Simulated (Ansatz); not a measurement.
# CH3BFNO: small, medium and large basis sets

The task here is to estimate one member of a computed series from the others.

The runs use Ansatz 0.2.0, Gaussian basis; one geometry, several basis sets.

Plan: PBE0-D4/def2-SVP; ωB97M-V/def2-SVP; PBE0-D4/def2-QZVPP; ωB97M-V/def2-QZVPP; the functionals' def2-TZVPP values are taken from earlier runs.

## The geometry

The geometry comes from an earlier relaxation with PBE0-D4 in a triple-zeta def2 set; it is a stationary point, not always the lowest conformer.

SMILES `NC1(F)BO1`, 8 atoms, charge 0, spin multiplicity 1.

Atoms are counted from 1 here; the program's logs count them from 0.

Bond lengths: N1–C2 1.387 Å, N1–H6 1.009 Å, N1–H7 1.013 Å, C2–F3 1.372 Å, C2–B4 1.510 Å, C2–O5 1.462 Å, B4–O5 1.335 Å, B4–H8 1.182 Å. Angles: C2–N1–H6 112.2°, C2–N1–H7 112.6°, H6–N1–H7 110.3°, N1–C2–F3 113.8°, N1–C2–B4 127.1°, N1–C2–O5 115.3°, F3–C2–B4 118.6°, F3–C2–O5 108.3°, B4–C2–O5 53.3°, C2–B4–O5 61.5°, C2–B4–H8 160.7°, O5–B4–H8 137.7°, C2–O5–B4 65.2°.

Coordinates:

```
N    -0.4310    1.1484    0.1846
C     0.0541   -0.0612   -0.2896
F     0.1221   -0.1327   -1.6583
B     0.3376   -1.3072    0.5151
O     1.3469   -0.4730    0.2553
H    -1.4395    1.1701    0.2114
H    -0.0753    1.9416   -0.3362
H     0.1772   -2.3431    1.0619
```

Set-up of the first run:

in.yaml reads:

```yaml
crystal:
  periodic: [false, false, false]
  atoms:
    - {symbol: N, position_ang: [-0.430979, 1.148428, 0.184566]}
    - {symbol: C, position_ang: [0.054091, -0.061219, -0.289630]}
    - {symbol: F, position_ang: [0.122120, -0.132661, -1.658333]}
    - {symbol: B, position_ang: [0.337562, -1.307218, 0.515117]}
    - {symbol: O, position_ang: [1.346918, -0.472953, 0.255331]}
    - {symbol: H, position_ang: [-1.439473, 1.170071, 0.211366]}
    - {symbol: H, position_ang: [-0.075323, 1.941583, -0.336157]}
    - {symbol: H, position_ang: [0.177185, -2.343131, 1.061940]}
basis:
  gaussian: {orbitals: def2-SVP}
hamiltonian: {xc: pbe0, dispersion: d4}
output: {orbitals: {seedname: orbitals}}
```

Run with:

```bash
ansatz run in.yaml --threads 2 --pin off --events-out ev --progress --plain --max-ram 4352MiB
```

Steps of the session up to this table: PBE0-D4 in def2-SVP; ωB97M-V in def2-SVP; PBE0-D4 in def2-QZVPP; ωB97M-V in def2-QZVPP.

One of the session's tables, all rows but one given; the rest of the session is left out.

It belongs to the step «Functionals by basis». 

| functional | basis | HOMO (eV) |
| --- | --- | --- |
| PBE0-D4 | def2-SVP | -7.97 |
| PBE0-D4 | def2-TZVPP | -8.12 |
| PBE0-D4 | def2-QZVPP | -8.17 |
| ωB97M-V | def2-SVP | ? |
| ωB97M-V | def2-TZVPP | -10.48 |
| ωB97M-V | def2-QZVPP | -10.52 |

Q: Estimate the row for ωB97M-V, def2-SVP from the others.

**Answer.** HOMO (eV): -10.32. In the column «HOMO (eV)» it lies between ωB97M-V, def2-TZVPP (-10.48) and PBE0-D4, def2-QZVPP (-8.17).
